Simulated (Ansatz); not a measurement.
# C₃H₆BF: a ladder of functionals and wavefunction methods

How much do the methods differ for C₃H₆BF? The plan is to run it at one geometry with functionals of several rungs and with coupled cluster, and see how far each lands from CCSD(T) at the basis-set limit for the atomisation energy.

Method: functionals in def2-TZVPP, the program's frozen cores in correlated methods; program: Ansatz 0.2.0, Gaussian basis.

The runs, in order: PBE-D4, r2SCAN-D4, PBE0-D4, B3LYP-D4, ωB97X-V, ωB97M-V, B2PLYP; CCSD(T)/def2-TZVPP; MP2/def2-QZVPP; extrapolation to the limit.

**1. The relaxed structure**

The geometry comes from an earlier relaxation with PBE0-D4/def2-TZVP; it is a stationary point, not always the lowest conformer.

11 atoms, charge 0, spin multiplicity 1.

Atoms are counted from 1 here; the program's logs count them from 0.

Bond lengths: C1–C2 1.504 Å, C1–H6 1.092 Å, C1–H7 1.092 Å, C1–H8 1.093 Å, C2–B3 1.531 Å, C2–C4 1.510 Å, C2–H9 1.104 Å, B3–C4 1.523 Å, B3–H10 1.184 Å, C4–F5 1.376 Å, C4–H11 1.091 Å. Angles: C2–C1–H6 111.2°, C2–C1–H7 110.3°, C2–C1–H8 111.5°, H6–C1–H7 107.7°, H6–C1–H8 108.2°, H7–C1–H8 107.8°, C1–C2–B3 139.1°, C1–C2–C4 123.2°, C1–C2–H9 113.5°, B3–C2–C4 60.1°, B3–C2–H9 98.3°, C4–C2–H9 112.1°, C2–B3–C4 59.3°, C2–B3–H10 145.9°, C4–B3–H10 151.5°, C2–C4–B3 60.6°, C2–C4–F5 121.9°, C2–C4–H11 111.4° and more.

**2. PBE-D4 (GGA)**

File in.yaml:

```yaml
crystal:
  periodic: [false, false, false]
  atoms:
    - {symbol: C, position_ang: [-1.286981, 0.106971, 0.678373]}
    - {symbol: C, position_ang: [-0.007314, 0.383639, -0.061645]}
    - {symbol: B, position_ang: [1.503637, 0.282005, 0.160516]}
    - {symbol: C, position_ang: [0.787337, -0.688297, -0.769233]}
    - {symbol: F, position_ang: [0.899590, -0.725622, -2.140186]}
    - {symbol: H, position_ang: [-1.501048, 0.893730, 1.405254]}
    - {symbol: H, position_ang: [-1.214169, -0.837146, 1.222726]}
    - {symbol: H, position_ang: [-2.136220, 0.033808, -0.005279]}
    - {symbol: H, position_ang: [-0.022379, 1.332003, -0.626747]}
    - {symbol: H, position_ang: [2.480548, 0.840890, 0.528503]}
    - {symbol: H, position_ang: [0.562499, -1.679082, -0.371683]}
basis:
  gaussian: {orbitals: def2-TZVPP}
hamiltonian: {xc: pbe, dispersion: d4}
output: {forces: true, orbitals: {seedname: orbitals}}
```

Command:

```console
> ansatz run in.yaml --threads 4 --pin off --events-out ev --progress --plain --max-ram 10444MiB
```

After this run come: r2SCAN-D4 (meta-GGA); PBE0-D4 (hybrid); B3LYP-D4 (hybrid); ωB97X-V (range-separated); ωB97M-V (range-separated); B2PLYP (double hybrid); CCSD(T) in def2-TZVPP; MP2 in def2-QZVPP.

Before running them: what should the planned runs give, taken together? Wanted: atomisation energy, CCSD(T)/CBS; farthest; mean size of error, hybrid; mean size of error, range-separated; gap, smallest and largest; T1 diagnostic; triples share of the correlation energy.

As calculated:

| quantity | value |
| --- | --- |
| atomisation energy, CCSD(T)/CBS | 1019.8 kcal/mol |
| functionals within 5.1 kcal/mol (0.5 %) | B2PLYP |
| farthest | PBE-D4 (+34.9 kcal/mol) |
| mean size of error, hybrid | 11.4 kcal/mol |
| mean size of error, range-separated | 8.7 kcal/mol |
| gap, smallest and largest | 3.36 eV (PBE-D4), 10.42 eV (ωB97X-V) |
| T1 diagnostic | 0.0117 |
| triples share of the correlation energy | 3.7 % |

In words: PBE-D4 misses by +34.9 kcal/mol, or 3.2 kcal/mol for each of 11 bonds. Double hybrids carry the basis error of their MP2 part in triple zeta, and no dispersion term here, so their miss is partly the set-up's. The reference freezes the cores and leaves out relativity and excitations past (T), so misses under about 5.1 kcal/mol can't be ranked. Hartree-Fock recovers 75 % of the binding; the rest is correlation. Orbital gaps span 3.4 to 10.4 eV; exact exchange widens them.
